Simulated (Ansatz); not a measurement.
**F₂GaH₂O+: an energy map over bond length O1–Ga2 and dihedral H5–O1–Ga2–F3**

A grid of calculations on F2GaH2O, SMILES [OH2+][Ga]([F])[F], charge +1, to see where the energy is lowest and how it rises around there.

Program: Ansatz 0.2.0. Level of theory: RKS CAM-B3LYP-D4/def2-TZVP. These are calculated values, not measurements.

### Step 1. The system as given

SMILES `[OH2+][Ga]([F])[F]`, 6 atoms, charge 1, spin multiplicity 1.

Atoms are counted from 1 here; the program's logs count them from 0.

Bond lengths: O1–Ga2 1.950 Å, O1–H5 0.984 Å, O1–H6 0.984 Å, Ga2–F3 1.717 Å, Ga2–F4 1.717 Å. Angles: Ga2–O1–H5 124.7°, Ga2–O1–H6 124.7°, H5–O1–H6 110.6°, O1–Ga2–F3 105.1°, O1–Ga2–F4 104.9°, F3–Ga2–F4 150.0°.

Coordinates:

```
O    -0.4797    0.7918   -0.1413
Ga    0.5207   -0.8560    0.1542
F     0.0408   -1.3961    1.7117
F     1.4532   -1.0689   -1.2715
H    -1.1115    1.1866    0.5016
H    -0.4234    1.3426   -0.9548
```

This geometry comes from a loose relaxation at PBE in a small basis, which is not shown.

### Step 2. Relaxing the molecule

Contents of input.yaml:

```yaml
crystal:
  periodic: [false, false, false]
  atoms:
    - { symbol: O, position_ang: [-0.479719, 0.791833, -0.141294] }
    - { symbol: Ga, position_ang: [0.520654, -0.856038, 0.154232] }
    - { symbol: F, position_ang: [0.040832, -1.396148, 1.711698] }
    - { symbol: F, position_ang: [1.453163, -1.068857, -1.271451] }
    - { symbol: H, position_ang: [-1.111524, 1.186623, 0.501629] }
    - { symbol: H, position_ang: [-0.423397, 1.342597, -0.954824] }
total_charge: 1
basis:
  gaussian: { orbitals: def2-TZVP }
hamiltonian:
  xc: { name: CAM-B3LYP }
  dispersion: d4
output:
  forces: true
relax:
  f_tol: 0.003
  max_steps: 120
```

Command:

```
> ansatz run input.yaml --threads 1 --pin off --max-ram 2560MiB --backend cpu --events-out ev --progress --plain --runs-dir out
```

The program printed (excerpt; [...] marks lines left out):

```text
Warning: RAYON_NUM_THREADS=1 ignored (pool sized by the plan → 1); use --threads N
[...]
Functional definition: CAM-B3LYP
[...]
954 factors; their error is unknown
234 factors; integrals over basis functions are off by at most 4.6e-6 eV
[...]
mean field -59890.71679996 eV, -2200.9432470128 hartree, gradient 2.1e-5 eV, S^2 0.000000; 0 other end points of the search recorded, 0 dependent functions left out
[...]
reference -59890.71689571 eV, -2200.9432505314 hartree; 29, 29 occupied and 124, 124 virtual orbitals, 954 factors
relax step   1: F+E_penalty+E_count = -59890.77801403 eV  Δ(F+E_penalty+E_count) = +0.000e0 eV  max|allowed force component| = 8.828e-1 eV/Å  Δτ_max = 0.0000 Å  (28 SCF iters, accepted)
[...]
relax step   4: F+E_penalty+E_count = -59890.82175564 eV  Δ(F+E_penalty+E_count) = -4.829e-4 eV  max|allowed force component| = 1.047e-1 eV/Å  Δτ_max = 0.0058 Å  (33 SCF iters, accepted)
[...]
relax step   5: F+E_penalty+E_count = -59890.82192282 eV  Δ(F+E_penalty+E_count) = -1.672e-4 eV  max|allowed force component| = 9.317e-4 eV/Å  Δτ_max = 0.0025 Å  (33 SCF iters, accepted)
954 factors; their error is unknown
234 factors; integrals over basis functions are off by at most 4.3e-6 eV
mean field -59890.76010828 eV, -2200.9448385640 hartree, gradient 6.5e-5 eV, S^2 0.000000; 1 other end points of the search recorded, 0 dependent functions left out
[...]
reference -59890.76020334 eV, -2200.9448420576 hartree; 29, 29 occupied and 124, 124 virtual orbitals, 954 factors
Total energy: -59890.82201788 eV, -2200.9471137000 hartree
Atom 0 at    -0.472473     0.778667    -0.139105 Å, force    -0.000531     0.000932    -0.000091 eV/Å
Atom 1 at     0.510535    -0.841448     0.150256 Å, force    -0.000211     0.000315     0.000012 eV/Å
Atom 2 at     0.039781    -1.369847     1.682864 Å, force     0.000700    -0.000620    -0.000503 eV/Å
Atom 3 at     1.429053    -1.051020    -1.250491 Å, force     0.000128    -0.000724     0.000667 eV/Å
Atom 4 at    -1.095556     1.163231     0.500694 Å, force    -0.000071     0.000078    -0.000031 eV/Å
Atom 5 at    -0.411331     1.320426    -0.944228 Å, force    -0.000015     0.000018    -0.000054 eV/Å
Dipole moment:    -0.618220     1.018981    -0.181988 e Å
```

It took 14 s on 1 thread of AMD EPYC 9R45 (Zen 5), shared host; peak memory 0.36 GiB.

Step by step:

```tsv
step	energy from step 1 (eV)	largest force component (eV/Å)
1	0.0000	0.8828
2	-0.0364	0.3972
3	-0.0433	0.1322
4	-0.0437	0.1047
5	-0.0439	0.0009
```

Distances of close pairs at the start and the end, largest changes first:

```tsv
bond	before (Å)	after (Å)	change (Å)
O1–Ga2	1.950	1.917	-0.033
Ga2–F3	1.717	1.688	-0.029
Ga2–F4	1.717	1.688	-0.029
O1–H5	0.984	0.972	-0.012
O1–H6	0.984	0.972	-0.012
```

### Step 3. The grid

- bond length O1–Ga2: 15 values from 1.649 to 2.684 Å
- dihedral H5–O1–Ga2–F3: 15 values from −180 to 156 °, periodic

Nothing else is relaxed (all other coordinates rigid). Energies count from the relaxed molecule at the same level. Points are written as (first, second).

Of the runs on the grid, 2 are shown in the steps below; the others differ only in the two coordinates.

### Step 4. The run at (1.944 Å, −180°)

Contents of input.yaml:

```yaml
crystal:
  periodic: [false, false, false]
  atoms:
    - { symbol: O, position_ang: [-0.472473, 0.778667, -0.139105] }
    - { symbol: Ga, position_ang: [0.524391, -0.864285, 0.154335] }
    - { symbol: F, position_ang: [1.442734, -1.073783, -1.246543] }
    - { symbol: F, position_ang: [0.053824, -1.392771, 1.686965] }
    - { symbol: H, position_ang: [-1.095556, 1.163231, 0.500694] }
    - { symbol: H, position_ang: [-0.411331, 1.320426, -0.944228] }
total_charge: 1
basis:
  gaussian: { orbitals: def2-TZVP }
hamiltonian:
  xc: { name: CAM-B3LYP }
  dispersion: d4
output:
  forces: true
```

Command:

```
> ansatz run input.yaml --threads 1 --pin off --max-ram 2560MiB --backend cpu --events-out ev --progress --plain --runs-dir out
```

The program printed (excerpt; [...] marks lines left out):

```text
Warning: RAYON_NUM_THREADS=1 ignored (pool sized by the plan → 1); use --threads N
[...]
Functional definition: CAM-B3LYP
[...]
954 factors; their error is unknown
211 factors; integrals over basis functions are off by at most 1.2e-5 eV
[...]
mean field -59890.75571530 eV, -2200.9446771252 hartree, gradient 6.0e-5 eV, S^2 0.000000; 0 other end points of the search recorded, 0 dependent functions left out
[...]
reference -59890.75581047 eV, -2200.9446806224 hartree; 29, 29 occupied and 124, 124 virtual orbitals, 954 factors
Total energy: -59890.81742696 eV, -2200.9469449866 hartree
Atom 0 at    -0.472473     0.778667    -0.139105 Å, force     0.157632    -0.259985     0.046799 eV/Å
Atom 1 at     0.524391    -0.864285     0.154335 Å, force    -0.147981     0.244085    -0.043921 eV/Å
Atom 2 at     1.442734    -1.073783    -1.246543 Å, force    -0.022604     0.015969     0.020683 eV/Å
Atom 3 at     0.053824    -1.392771     1.686965 Å, force    -0.000008     0.021264    -0.027229 eV/Å
Atom 4 at    -1.095556     1.163231     0.500694 Å, force     0.013170    -0.009027    -0.012374 eV/Å
Atom 5 at    -0.411331     1.320426    -0.944228 Å, force    -0.000209    -0.012307     0.016041 eV/Å
Dipole moment:    -0.612567     1.009648    -0.180245 e Å
```

It took 2.2 s on 1 thread of AMD EPYC 9R45 (Zen 5), shared host; peak memory 0.35 GiB.

Energy on the map's scale: 0.11 kcal/mol.

### Step 5. Grid point (1.870 Å, −180°)

Contents of input.yaml:

```yaml
crystal:
  periodic: [false, false, false]
  atoms:
    - { symbol: O, position_ang: [-0.472473, 0.778667, -0.139105] }
    - { symbol: Ga, position_ang: [0.486445, -0.801744, 0.143165] }
    - { symbol: F, position_ang: [1.404788, -1.011243, -1.257713] }
    - { symbol: F, position_ang: [0.015877, -1.330231, 1.675795] }
    - { symbol: H, position_ang: [-1.095556, 1.163231, 0.500694] }
    - { symbol: H, position_ang: [-0.411331, 1.320426, -0.944228] }
total_charge: 1
basis:
  gaussian: { orbitals: def2-TZVP }
hamiltonian:
  xc: { name: CAM-B3LYP }
  dispersion: d4
output:
  forces: true
```

Command:

```
> ansatz run input.yaml --threads 1 --pin off --max-ram 2560MiB --backend cpu --events-out ev --progress --plain --runs-dir out
```

The program printed (excerpt; [...] marks lines left out):

```text
Warning: RAYON_NUM_THREADS=1 ignored (pool sized by the plan → 1); use --threads N
[...]
Functional definition: CAM-B3LYP
[...]
954 factors; their error is unknown
211 factors; integrals over basis functions are off by at most 1.1e-5 eV
[...]
mean field -59890.74374961 eV, -2200.9442373942 hartree, gradient 4.1e-5 eV, S^2 0.000000; 0 other end points of the search recorded, 0 dependent functions left out
[...]
reference -59890.74384452 eV, -2200.9442408820 hartree; 29, 29 occupied and 124, 124 virtual orbitals, 954 factors
Total energy: -59890.80600201 eV, -2200.9465251276 hartree
Atom 0 at    -0.472473     0.778667    -0.139105 Å, force    -0.338297     0.557375    -0.099158 eV/Å
Atom 1 at     0.486445    -0.801744     0.143165 Å, force     0.320585    -0.528194     0.094019 eV/Å
Atom 2 at     1.404788    -1.011243    -1.257713 Å, force     0.041889    -0.031245    -0.036038 eV/Å
Atom 3 at     0.015877    -1.330231     1.675795 Å, force     0.001571    -0.040381     0.048902 eV/Å
Atom 4 at    -1.095556     1.163231     0.500694 Å, force    -0.024614     0.018637     0.020846 eV/Å
Atom 5 at    -0.411331     1.320426    -0.944228 Å, force    -0.001134     0.023808    -0.028571 eV/Å
Dipole moment:    -0.627722     1.034627    -0.184705 e Å
```

It took 2.2 s on 1 thread of AMD EPYC 9R45 (Zen 5), shared host; peak memory 0.35 GiB.

Energy on the map's scale: 0.37 kcal/mol.

### Step 6. All points together

121 points were computed, 104 more follow by symmetry. Energies in kcal/mol, from the relaxed molecule at the same level:

| dihedral H5–O1–Ga2–F3 (°) ↓, bond length O1–Ga2 (Å) → | 1.649 | 1.723 | 1.796 | 1.870 | 1.944 | 2.018 | 2.092 | 2.166 | 2.240 | 2.314 | 2.388 | 2.462 | 2.536 | 2.610 | 2.684 |
| --- | --- | --- | --- | --- | --- | --- | --- | --- | --- | --- | --- | --- | --- | --- | --- |
| 156 | 19.8 | 9.6 | 3.9 | 1.4 | 1.0 | 2.1 | 4.1 | 6.8 | 9.9 | 13.1 | 16.3 | 19.5 | 22.6 | 25.6 | 28.4 |
| 132 | 23.2 | 12.6 | 6.6 | 3.7 | 3.0 | 3.9 | 5.7 | 8.2 | 11.1 | 14.1 | 17.3 | 20.4 | 23.4 | 26.3 | 29.0 |
| 108 | 26.3 | 15.3 | 9.0 | 5.8 | 4.8 | 5.5 | 7.1 | 9.4 | 12.2 | 15.1 | 18.1 | 21.1 | 24.1 | 26.9 | 29.6 |
| 84 | 27.0 | 15.9 | 9.5 | 6.3 | 5.3 | 5.9 | 7.5 | 9.7 | 12.4 | 15.3 | 18.3 | 21.3 | 24.2 | 27.0 | 29.7 |
| 60 | 24.9 | 14.1 | 7.9 | 4.9 | 4.0 | 4.8 | 6.5 | 8.9 | 11.7 | 14.7 | 17.7 | 20.8 | 23.8 | 26.6 | 29.3 |
| 36 | 21.4 | 11.0 | 5.2 | 2.4 | 1.9 | 2.9 | 4.9 | 7.5 | 10.4 | 13.6 | 16.8 | 19.9 | 23.0 | 25.9 | 28.7 |
| 12 | 18.7 | 8.6 | 3.1 | 0.6 | 0.3 | 1.5 | 3.6 | 6.4 | 9.5 | 12.7 | 16.0 | 19.3 | 22.4 | 25.4 | 28.2 |
| −12 | 18.7 | 8.6 | 3.1 | 0.6 | 0.3 | 1.5 | 3.6 | 6.4 | 9.5 | 12.7 | 16.0 | 19.3 | 22.4 | 25.4 | 28.2 |
| −36 | 21.4 | 11.0 | 5.2 | 2.4 | 1.9 | 2.9 | 4.9 | 7.5 | 10.4 | 13.6 | 16.8 | 19.9 | 23.0 | 25.9 | 28.7 |
| −60 | 24.9 | 14.1 | 7.9 | 4.9 | 4.0 | 4.8 | 6.5 | 8.9 | 11.7 | 14.7 | 17.7 | 20.8 | 23.8 | 26.6 | 29.3 |
| −84 | 27.0 | 15.9 | 9.5 | 6.3 | 5.3 | 5.9 | 7.5 | 9.7 | 12.4 | 15.3 | 18.3 | 21.3 | 24.2 | 27.0 | 29.7 |
| −108 | 26.3 | 15.3 | 9.0 | 5.8 | 4.8 | 5.5 | 7.1 | 9.4 | 12.2 | 15.1 | 18.1 | 21.1 | 24.1 | 26.9 | 29.6 |
| −132 | 23.2 | 12.6 | 6.6 | 3.7 | 3.0 | 3.9 | 5.7 | 8.2 | 11.1 | 14.1 | 17.3 | 20.4 | 23.4 | 26.3 | 29.0 |
| −156 | 19.8 | 9.6 | 3.9 | 1.4 | 1.0 | 2.1 | 4.1 | 6.8 | 9.9 | 13.1 | 16.3 | 19.5 | 22.6 | 25.6 | 28.4 |
| −180 | 18.3 | 8.3 | 2.8 | 0.4 | 0.1 | 1.3 | 3.5 | 6.2 | 9.3 | 12.6 | 15.9 | 19.2 | 22.3 | 25.3 | 28.2 |

On the same grid, largest force on an atom (eV/Å):

```tsv
dihedral H5–O1–Ga2–F3 (°) ↓, bond length O1–Ga2 (Å) →	1.649	1.723	1.796	1.870	1.944	2.018	2.092	2.166	2.240	2.314	2.388	2.462	2.536	2.610	2.684
156	7.2	4.2	2.1	0.7	0.3	0.9	1.3	1.6	1.7	1.7	1.7	1.7	1.6	1.5	1.4
132	7.3	4.3	2.3	0.8	0.2	0.8	1.3	1.5	1.6	1.7	1.7	1.6	1.6	1.5	1.4
108	7.4	4.4	2.4	0.9	0.2	0.8	1.2	1.4	1.6	1.6	1.6	1.6	1.5	1.5	1.4
84	7.5	4.5	2.4	0.9	0.2	0.7	1.2	1.4	1.6	1.6	1.6	1.6	1.5	1.5	1.4
60	7.4	4.4	2.3	0.9	0.2	0.8	1.2	1.5	1.6	1.7	1.7	1.6	1.5	1.5	1.4
36	7.2	4.2	2.2	0.7	0.2	0.9	1.3	1.5	1.7	1.7	1.7	1.6	1.6	1.5	1.4
12	7.1	4.1	2.1	0.7	0.3	0.9	1.3	1.6	1.7	1.7	1.7	1.7	1.6	1.5	1.4
−12	7.1	4.1	2.1	0.7	0.3	0.9	1.3	1.6	1.7	1.7	1.7	1.7	1.6	1.5	1.4
−36	7.2	4.2	2.2	0.7	0.2	0.9	1.3	1.5	1.7	1.7	1.7	1.6	1.6	1.5	1.4
−60	7.4	4.4	2.3	0.9	0.2	0.8	1.2	1.5	1.6	1.7	1.7	1.6	1.5	1.5	1.4
−84	7.5	4.5	2.4	0.9	0.2	0.7	1.2	1.4	1.6	1.6	1.6	1.6	1.5	1.5	1.4
−108	7.4	4.4	2.4	0.9	0.2	0.8	1.2	1.4	1.6	1.6	1.6	1.6	1.5	1.5	1.4
−132	7.3	4.3	2.3	0.8	0.2	0.8	1.3	1.5	1.6	1.7	1.7	1.6	1.6	1.5	1.4
−156	7.2	4.2	2.1	0.7	0.3	0.9	1.3	1.6	1.7	1.7	1.7	1.7	1.6	1.5	1.4
−180	7.1	4.1	2.1	0.7	0.3	0.9	1.3	1.6	1.7	1.7	1.7	1.7	1.6	1.5	1.4
```

Energy (kcal/mol) at eleven even steps along the easiest path on the interpolated surface, from (1.944 Å, −180°): 0.0, 0.6, 1.9, 3.2, 4.7, 5.3, 5.0, 3.7, 2.3, 0.7, 0.0.

### Step 7. Summary of results

| quantity | value |
| --- | --- |
| lowest point | (1.944 Å, −180°), 0.11 kcal/mol |
| highest computed point | (2.684 Å, −84°), 29.6 kcal/mol above the lowest |
| largest force on an atom (eV/Å) | 0.2 at (1.944 Å, −84°) to 7.5 at (1.649 Å, −84°); 0.3 at the lowest point |
| time for the whole task | 4.8 min on 1 thread, shared host |

What this shows: The lowest computed point is at (1.944 Å, −180°), 0.11 kcal/mol from the relaxed molecule at the same level; the map holds 2 wells of about this depth. The grid is coarse, so the lowest point of the scanned range may lie between grid points; coordinates that were held can hide deeper minima. The grid shows no other well, apart from its symmetry copies. The highest computed point, (2.684 Å, −84°), lies 29.6 kcal/mol above the lowest. On the interpolated surface the easiest way out of the lowest well to the well at (1.944 Å, −12°) passes a barrier of about 5.3 kcal/mol. Round the minimum the two coordinates are nearly uncoupled.
